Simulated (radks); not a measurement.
# Co¹⁶⁺ in [Ne] 3s1: an all-electron calculation

The task here is to estimate one member of a computed series from the others.

Program: radks (a radial shooting solver on a logarithmic mesh, Libxc functionals) version 1. Level of theory: scalar-relativistic Kohn-Sham, r2SCAN, spin-polarised, spherical densities, finite nucleus; open shells are filled with parallel spins first. These are calculated values, not measurements, unless marked.

### What is computed

* element: cobalt (Z = 27)
* charge: +16
* electrons: 11
* configuration: [Ne] 3s1
* nuclear rms radius: 3.7875 fm

The outer shells:

Co¹⁶⁺
```
[Ne] core
3s [↑ ]
```

Set-up of the first run:

Settings of this run:

```text
Z 27
configuration [Ne] 3s1
relativity scalar-relativistic
functional r2scan,r2scan
spin polarised
nucleus finite rms 3.7875 fm
c 137.035999084
```

Started as:

```bash
$ python run_ks.py task.json out
```

The same process makes all the runs of this session.

One table of the session follows, with a row left open; its other results are not shown here.

It belongs to the step «Shells». Sizes of the orbitals, from the radial functions (bohr):

```
  level      <r>  outermost maximum (interpolated)  90 % within  nodes
  1s up        ?                                 ?            ?      ?
1s down  0.05617                            0.0368        0.100      0
  2s up   0.2512                             0.211        0.388      1
2s down   0.2512                             0.212        0.387      1
  2p up   0.2207                             0.171        0.360      0
2p down   0.2206                             0.171        0.359      0
  3s up   0.6405                             0.600        0.927      2
3s down   0.6445                             0.602        0.938      2
```

Estimate the missing values for 1s up.

**Answer.** <r>: 0.05616; outermost maximum (interpolated): 0.0368; 90 % within: 0.100; nodes: 0. In the column «<r>» it is the lowest.
